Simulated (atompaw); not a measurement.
**Al: related potentials compared**

Aim: generate and test one potential in full, then change a few of its settings and see what happens to hardness, ghosts and scattering.

The numbers are computed with atompaw 4.2.0.5 (PBE, scalar-relativistic, spin-unpolarised reference atom).

### 1 Settings

Typed settings, in words:

| Property | Result |
| --- | --- |
| element | aluminium (Al, Z = 13) |
| type | PAW |
| frozen core | [Ne] |
| valence charge | 3 |
| reference configuration | 3s2 3p0 (charge +1) |
| partial waves | 3s (bound): rc 1.65 bohr; 3s channel at 1.5 Ry: rc 1.65 bohr; 3p (bound, empty): rc 1.85 bohr; 3p channel at -0.37 Ry: rc 1.85 bohr |
| local potential | troulliermartins scheme with l = 2 at -0.5 Ry, radius 1.30 bohr |
| core correction | smooth core density matched at 1.00 bohr |
| augmentation charge | besselshape compensation charge, radius 1.35 bohr; PAW radius 1.85 bohr; waves and projectors: custom rrkj vanderbiltortho |

An earlier all-electron run gives the scale for the radii.

All-electron outer shells of the reference configuration (PBE, scalar-relativistic, ld1.x):

| shell | level (eV) | outermost node (bohr) | outermost maximum (bohr) |
| --- | --- | --- | --- |
| 2p | -77.99 | – | 0.43 |
| 3s | -14.81 | 0.80 | 2.01 |
| 3p | -9.05 | 0.81 | 2.39 |
| 3d | -3.12 | – | 4.00 |

### 2 The first potential

Al.input reads:

```
Al 13
GGA-PBE scalarrelativistic loggrid 1500 logderivrange -3 5 201
3 3 0 0 0 0
3 1 0
0 0 0
c
c
v
c
v
1
1.85 1.35 1.30 1.00
y
1.5
n
y
-0.37
n
custom rrkj vanderbiltortho besselshape
2 -0.5 troulliermartins
1.65
1.65
1.85
1.85
PWSCFOUT
UPFDX 0.0125d0 UPFXMIN -7.d0 UPFZMESH 13.d0
END
```

Launch:

```sh
$ atompaw < Al.input > Al.log
```

What the program wrote to the file Al (summary file):

```text
 Completed calculations for Al (AE)

 Exchange-correlation type: GGA, Perdew-Burke-Ernzerhof

 Radial integration grid is logarithmic 
 r0 =   6.0512684E-04 h =   7.8666489E-03   n =      1500 rmax =   8.0000000E+01

 Scalar relativistic calculation

 AEatom converged in  21 iterations
   nz     =  13.00
   delta  =       3.549814183110E-17

 All Electron Orbital energies:         
  n  l      occupancy      energy
  1  0      2.0000000E+00 -1.1169099E+02
  2  0      2.0000000E+00 -8.5627812E+00
  3  0      2.0000000E+00 -1.0885522E+00
  2  1      6.0000000E+00 -5.7322993E+00
  3  1      0.0000000E+00 -6.6543030E-01

 Total energy
   Total                    :     -484.94593133308609

 ---
 Completed calculations for Al (SC)

 Exchange-correlation type: GGA, Perdew-Burke-Ernzerhof

 Radial integration grid is logarithmic 
 r0 =   6.0512684E-04 h =   7.8666489E-03   n =      1500 rmax =   8.0000000E+01

 Scalar relativistic calculation

 SCatom converged in   1 iterations
   nz     =  13.00
   delta  =       6.395336722777E-19

 Valence Electron Orbital energies:         
  n  l      occupancy      energy
   3  0      2.0000000E+00 -1.0885522E+00
   3  1      0.0000000E+00 -6.6543030E-01

 Total energy
   Total                    :     -484.94593133306881
   Valence                  :      -38.81387042877191

 PAW parameters: 
       lmax =            1
         rc =    1.8616273671896579     
        irc =         1022
   rc_shape =    1.3588854834762489     
    rc_vloc =    1.3064502902209822     
    rc_core =   0.99970569344245908     
   Vloc: Norm-conserving Troullier-Martins with l= 2;e=  -5.0000E-01
   Projector type: RRKJ pseudization + Vanderbilt ortho.
   Bessel compensation charge shape zeroed at   1.3589E+00

 Number of basis functions     4
 No.   n  nodes  l      Energy         Cp coeff         Occ
  1    3    2    0   -0.1088552E+01  0.7806662E+02  0.2000000E+01
  2  999    3    0    0.1500000E+01  0.3760448E+01  0.0000000E+00
  3    3    1    1   -0.6654303E+00  0.6813240E+04  0.0000000E+00
  4  999    2    1   -0.3700000E+00  0.1851434E+04  0.0000000E+00

 Eigenvalues of overlap operator (in the basis of projectors):
    1        3.45180934E-01
    2        1.63515011E+00
    3        6.73991150E+02
    4        7.79383682E+04

 Orbital leakage outside PAW augmentation regions
   orb  is_core?  %out_of_sphere
   1 0    T           0.00
   2 0    T           0.13
   3 0    F          69.94
   2 1    T           0.33
   3 1    F          82.89

 Summary of PAW energies
   Total valence energy     :    -38.81387533725857
   Smooth energy            :      5.74355423026939
   One center               :    -44.55742956752796
   Smooth kinetic           :      0.89637165535787
   Vloc energy              :     -0.05195391395669
   Smooth exch-corr         :     -7.59332536929992
   One-center xc            :    -28.89674597924311
```

Run time: 0.8 s. Hardware: 1 thread, shared host.

All-electron and pseudo partial waves u(r) = r·R(r), from the program's wave files:

```csv
r (bohr),3s AE,3s PS,3p AE,3p PS
0.071,0.1621,0.0070,-0.0533,0.0014
0.142,0.0440,0.0147,-0.1389,0.0054
0.213,-0.1139,0.0238,-0.2073,0.0121
0.285,-0.2361,0.0352,-0.2470,0.0217
0.356,-0.3021,0.0491,-0.2583,0.0336
0.427,-0.3186,0.0662,-0.2468,0.0481
0.498,-0.2963,0.0867,-0.2184,0.0649
0.569,-0.2466,0.1109,-0.1782,0.0840
0.640,-0.1790,0.1387,-0.1303,0.1052
0.712,-0.0997,0.1705,-0.0769,0.1287
0.783,-0.0167,0.2053,-0.0220,0.1537
0.854,0.0670,0.2429,0.0335,0.1802
0.925,0.1487,0.2830,0.0883,0.2080
0.996,0.2263,0.3247,0.1416,0.2369
1.067,0.2986,0.3675,0.1926,0.2666
1.138,0.3649,0.4105,0.2411,0.2968
1.210,0.4255,0.4535,0.2873,0.3277
1.281,0.4787,0.4945,0.3298,0.3581
1.352,0.5255,0.5334,0.3692,0.3880
1.423,0.5660,0.5693,0.4054,0.4173
1.494,0.6007,0.6017,0.4386,0.4455
1.565,0.6299,0.6300,0.4688,0.4725
1.637,0.6542,0.6542,0.4965,0.4981
1.708,0.6733,0.6733,0.5209,0.5214
1.779,0.6879,0.6879,0.5425,0.5425
1.850,0.6982,0.6982,0.5613,0.5613
```

### 3 Scattering by logarithmic derivatives

Taken from the files of the generation run. The phase is arctan(r·u′/u) with u = r·R, unwrapped, with energies in Ry. A pole is an energy at which the radial function vanishes at the test radius. The pseudo phase is shifted by a multiple of π to meet the all-electron one at the reference energy. Levels narrower than the energy grid can be missing from the poles. The last column is the largest difference on the grid between −1 and +1 Ry.

| channel | radius (bohr) | reference (Ry) | poles AE | poles PS | window around the reference with phases within 0.05 rad (Ry) | largest difference near zero (rad) |
| --- | --- | --- | --- | --- | --- | --- |
| s | 1.86 | -1.09 | 3.42 | 3.43 | the whole range | 0.000 |
| p | 1.86 | -0.67 | 4.23 | 4.81 | the whole range | 0.021 |

Phases (rad) along the scan:

```csv
E (Ry),p AE,p PS,s AE,s PS
-3.00,1.208,1.204,1.106,1.127
-2.52,1.163,1.160,1.022,1.027
-2.04,1.101,1.099,0.891,0.892
-1.56,1.010,1.010,0.668,0.668
-1.08,0.869,0.869,0.270,0.270
-0.60,0.626,0.626,-0.311,-0.311
-0.12,0.195,0.174,-0.805,-0.805
0.36,-0.395,-0.390,-1.093,-1.093
0.84,-0.859,-0.849,-1.258,-1.258
1.32,-1.124,-1.112,-1.362,-1.362
1.80,-1.278,-1.264,-1.432,-1.432
2.28,-1.376,-1.359,-1.484,-1.484
2.76,-1.444,-1.425,-1.525,-1.525
3.24,-1.494,-1.472,-1.559,-1.559
3.72,-1.535,-1.509,-1.589,-1.588
4.20,-1.569,-1.539,-1.615,-1.614
4.68,-1.599,-1.565,-1.640,-1.639
```

### 4 Cutoff and ghost test in a Bessel basis

This step uses the generator's waves and projectors in a separate script. Basis: spherical Bessel functions vanishing at 20 bohr, q² up to the cutoff; potential fixed at the reference.

All-electron valence levels (Ry): 3s -1.0886, 3p -0.6654. The lowest levels of each channel (Ry) by cutoff; the last column sums, over occupied levels, occupation times the distance from the level at 400 Ry. A positive value at high cutoff is not a bound level.

```csv
cutoff (Ry),s #1,s #2,p #1,d #1,f #1,Σ f·Δε (mRy)
8,-1.0839,-0.2765,-0.6648,-0.2236,-0.0519,9.4
10,-1.0866,-0.2770,-0.6650,-0.2248,-0.0519,3.9
12,-1.0878,-0.2772,-0.6653,-0.2257,-0.0519,1.6
15,-1.0882,-0.2775,-0.6654,-0.2265,-0.0519,0.7
18,-1.3656,-1.0880,-0.6654,-0.2273,-0.0519,1.2
21,-1.9844,-1.0883,-0.6654,-0.2278,-0.0519,0.5
25,-2.4222,-1.0885,-0.6654,-0.2281,-0.0519,0.2
30,-2.8315,-1.0885,-0.6654,-0.2285,-0.0519,0.1
400,-3.2287,-1.0886,-0.6654,-0.2292,-0.0519,0.0
```

The sum stays within 10 mRy from 8 Ry and within 1 mRy from 21 Ry. The sum leaves out empty levels, which can need more. Ghost test: ghost state, bound below the all-electron valence or empty levels of the same l: s at -43.9 eV.

### 5 Variant: waves 3p channel at 0.97 Ry: rc 1.85 bohr

Changes to Al.input since step 2:

```diff
@@ -16,3 +16,3 @@
 y
--0.37
+0.97
 n
```

Launch:

```sh
$ atompaw < Al.input > Al.log
```

What the program wrote to the file Al (summary file):

```text
 Completed calculations for Al (AE)

 Exchange-correlation type: GGA, Perdew-Burke-Ernzerhof

 Radial integration grid is logarithmic 
 r0 =   6.0512684E-04 h =   7.8666489E-03   n =      1500 rmax =   8.0000000E+01

 Scalar relativistic calculation

 AEatom converged in  21 iterations
   nz     =  13.00
   delta  =       3.549814183110E-17

[... all-electron levels as in step 2 ...]

 Total energy
   Total                    :     -484.94593133308609

 ---
 Completed calculations for Al (SC)

 Exchange-correlation type: GGA, Perdew-Burke-Ernzerhof

 Radial integration grid is logarithmic 
 r0 =   6.0512684E-04 h =   7.8666489E-03   n =      1500 rmax =   8.0000000E+01

 Scalar relativistic calculation

 SCatom converged in   1 iterations
   nz     =  13.00
   delta  =       6.395336722777E-19

 Valence Electron Orbital energies:         
  n  l      occupancy      energy
   3  0      2.0000000E+00 -1.0885522E+00
   3  1      0.0000000E+00 -6.6543030E-01

 Total energy
   Total                    :     -484.94593133306881
   Valence                  :      -38.81387042877191

 PAW parameters: 
       lmax =            1
         rc =    1.8616273671896579     
        irc =         1022
   rc_shape =    1.3588854834762489     
    rc_vloc =    1.3064502902209822     
    rc_core =   0.99970569344245908     
   Vloc: Norm-conserving Troullier-Martins with l= 2;e=  -5.0000E-01
   Projector type: RRKJ pseudization + Vanderbilt ortho.
   Bessel compensation charge shape zeroed at   1.3589E+00

 Number of basis functions     4
 No.   n  nodes  l      Energy         Cp coeff         Occ
  1    3    2    0   -0.1088552E+01  0.7806662E+02  0.2000000E+01
  2  999    3    0    0.1500000E+01  0.3760448E+01  0.0000000E+00
  3    3    1    1   -0.6654303E+00  0.2475938E+03  0.0000000E+00
  4  999    2    1    0.9700000E+00  0.2700891E+02  0.0000000E+00

 Eigenvalues of overlap operator (in the basis of projectors):
    1        3.45180934E-01
    2        8.76665840E-01
    3        6.73991150E+02
    4        1.41266244E+03

 Orbital leakage outside PAW augmentation regions
   orb  is_core?  %out_of_sphere
   1 0    T           0.00
   2 0    T           0.13
   3 0    F          69.94
   2 1    T           0.33
   3 1    F          82.89

 Summary of PAW energies
   Total valence energy     :    -38.81387533725857
   Smooth energy            :      5.74355423026939
   One center               :    -44.55742956752796
   Smooth kinetic           :      0.89637165535787
   Vloc energy              :     -0.05195391395669
   Smooth exch-corr         :     -7.59332536929992
   One-center xc            :    -28.89674597924311
```

It took 0.7 s on 1 thread, shared host.

With this change the loose cutoff stays at 8 Ry, a bound ghost remains (s) and the phase difference near zero goes from 0.02 to 0.00 rad.

### 6 Now with waves 3p channel at 3.64 Ry: rc 1.85 bohr

Changes to Al.input since step 5:

```diff
@@ -16,3 +16,3 @@
 y
-0.97
+3.64
 n
```

Launch:

```sh
$ atompaw < Al.input > Al.log
```

Output in the file Al (summary file):

```text
 Completed calculations for Al (AE)

 Exchange-correlation type: GGA, Perdew-Burke-Ernzerhof

 Radial integration grid is logarithmic 
 r0 =   6.0512684E-04 h =   7.8666489E-03   n =      1500 rmax =   8.0000000E+01

 Scalar relativistic calculation

 AEatom converged in  21 iterations
   nz     =  13.00
   delta  =       3.549814183110E-17

[... all-electron levels as in step 2 ...]

 Total energy
   Total                    :     -484.94593133308609

 ---
 Completed calculations for Al (SC)

 Exchange-correlation type: GGA, Perdew-Burke-Ernzerhof

 Radial integration grid is logarithmic 
 r0 =   6.0512684E-04 h =   7.8666489E-03   n =      1500 rmax =   8.0000000E+01

 Scalar relativistic calculation

 SCatom converged in   1 iterations
   nz     =  13.00
   delta  =       6.395336722777E-19

 Valence Electron Orbital energies:         
  n  l      occupancy      energy
   3  0      2.0000000E+00 -1.0885522E+00
   3  1      0.0000000E+00 -6.6543030E-01

 Total energy
   Total                    :     -484.94593133306881
   Valence                  :      -38.81387042877191

 PAW parameters: 
       lmax =            1
         rc =    1.8616273671896579     
        irc =         1022
   rc_shape =    1.3588854834762489     
    rc_vloc =    1.3064502902209822     
    rc_core =   0.99970569344245908     
   Vloc: Norm-conserving Troullier-Martins with l= 2;e=  -5.0000E-01
   Projector type: RRKJ pseudization + Vanderbilt ortho.
   Bessel compensation charge shape zeroed at   1.3589E+00

 Number of basis functions     4
 No.   n  nodes  l      Energy         Cp coeff         Occ
  1    3    2    0   -0.1088552E+01  0.7806662E+02  0.2000000E+01
  2  999    3    0    0.1500000E+01  0.3760448E+01  0.0000000E+00
  3    3    1    1   -0.6654303E+00  0.4303673E+02  0.0000000E+00
  4  999    2    1    0.3640000E+01  0.8870821E-01  0.0000000E+00

 Eigenvalues of overlap operator (in the basis of projectors):
    1        2.90434245E-02
    2        3.45180934E-01
    3        1.07984983E+02
    4        6.73991150E+02

 Orbital leakage outside PAW augmentation regions
   orb  is_core?  %out_of_sphere
   1 0    T           0.00
   2 0    T           0.13
   3 0    F          69.94
   2 1    T           0.33
   3 1    F          82.89

 Summary of PAW energies
   Total valence energy     :    -38.81387533725857
   Smooth energy            :      5.74355423026939
   One center               :    -44.55742956752796
   Smooth kinetic           :      0.89637165535787
   Vloc energy              :     -0.05195391395669
   Smooth exch-corr         :     -7.59332536929992
   One-center xc            :    -28.89674597924311
```

It took 0.84 s on 1 thread, shared host.

Compared with the first run, the loose cutoff stays at 8 Ry and a bound ghost remains (s).

### 7 Results

Cutoffs, loose and tight: the cutoffs (Ry, on a coarse ladder) from which the occupation-weighted sum of valence levels, in a spherical-Bessel basis at the reference potential, stays within 10 and 1 mRy of its value at 400 Ry; empty and scattering waves don't count. The number of plane waves in a given cell goes as the cutoff to the power 3/2; it is given for the loose cutoff, relative to the first potential. The phase difference is the largest within 1 Ry of zero, over the channels with partial waves.

```tsv
change	outcome	cutoff, loose	cutoff, tight	plane waves, relative	bound ghosts	phase difference near zero (rad)	lowest overlap eigenvalue (Bessel basis)
first potential	generated	8 Ry	21 Ry	1.00	s	0.021	0.529
waves 3p channel at 0.97 Ry: rc 1.85 bohr	generated	8 Ry	21 Ry	1.00	s	0.001	0.529
waves 3p channel at 3.64 Ry: rc 1.85 bohr	generated	8 Ry	21 Ry	1.00	s	0.006	0.529
```

In words: 3 of the 3 potentials written have a bound ghost.

The first potential by itself. It has a bound ghost (s), a state that the atom doesn't have, and that rules the file out. It counts as soft on the atom at that tolerance, with 8 Ry needed at the looser tolerance. The tighter tolerance needs 21 Ry, and converged work needs a cutoff nearer that. Near zero energy the phases of the channels with partial waves agree within 0.021 rad.
